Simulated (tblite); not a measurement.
# H34Si24: the cost of one run

Programs: tblite 0.8.0 and PySCF 2.14.0, with routines of our own; each step states its level. All values are computed. Atoms count from 0.

## 1. The starting structure

58 atoms, charge 0, multiplicity 1; geometry from: force field, distance geometry or constructed start.

## 2. Relaxing the molecule with GFN2-xTB

What the job is given:

```
{"job": {"kind": "relax", "xc": "GFN2-xTB", "basis": "xTB"}, "charge": 0, "multiplicity": 1}
Si    -3.389500    -0.680700    -2.038200
Si    -3.397600    -0.676300     3.387500
Si    -3.389200    -3.396700     0.679900
Si    -0.679600    -0.674500     0.672700
Si    -2.037600    -2.037800    -0.675500
Si    -4.755400    -2.037100     2.034000
Si    -0.678800     2.038300    -2.039900
Si    -2.033200     0.681600    -3.392900
Si    -3.391700     2.034500     0.678500
Si    -2.039400     3.393600    -0.677300
Si    -2.038700     0.677700     2.034500
Si    -4.754600     0.676900    -0.678900
Si     2.033200    -0.678200    -2.031600
Si     2.038800    -0.679500     3.391700
Si     2.034400    -3.389300     0.679100
Si     4.750200    -0.678300     0.685200
Si     3.394800    -2.034700    -0.678000
Si     0.677800    -2.040000     2.035600
Si     4.751500     2.038400    -2.034100
Si     3.397200     0.679800    -3.391700
Si     2.034300     2.040400     0.680400
Si     3.393500     3.395900    -0.679100
Si     3.397800     0.683500     2.043200
Si     0.674700     0.674600    -0.680400
H     -4.225300    -1.507700    -2.867100
H     -2.569100    -1.511200     4.228300
H     -4.225100     0.154800     4.225100
H     -2.563600    -4.225200     1.511500
H     -4.225200    -4.225400    -0.154500
H     -1.204100    -2.867600    -1.506900
H     -5.579900    -2.867400     2.866900
H     -5.874100    -1.395400     1.396900
H      0.151500     2.868100    -2.869900
H     -1.203100    -0.153800    -4.222100
H     -2.866800     1.512100    -4.229100
H     -4.225300     2.870200     1.507400
H     -2.868800     4.225900    -1.514400
H     -1.204300     4.228300     0.149900
H     -1.204100     1.506400     2.867900
H     -5.877000     0.042300    -0.037700
H     -5.583600     1.508000    -1.506500
H      1.211100    -1.515900    -2.864300
H      2.872900    -1.509300     4.222200
H      1.207800     0.152000     4.224000
H      2.864300    -4.224100     1.512700
H      1.203300    -4.224200    -0.155900
H      5.585900    -1.510200     1.509700
H      5.871900    -0.036300     0.041200
H      4.227400    -2.867600    -1.510100
H     -0.150600    -2.867300     2.870000
H      5.582600     2.860700    -2.864900
H      5.878800     1.398000    -1.397000
H      4.225400    -0.152900    -4.225700
H      2.559600     1.508700    -4.228800
H      1.205900     2.867100     1.511800
H      2.562500     4.228800    -1.509700
H      4.232400     4.220100     0.150600
H      4.228500     1.517900     2.867300
```

Started as:

```console
OMP_NUM_THREADS=4 python large_run.py task.json out
```

This one command runs all jobs of the session in turn.

**Question.** How long does this first job take on 4 threads of Arm Neoverse N1, shared host, and how much memory does it need?

About 20 s, with a peak of 0.17 GiB.
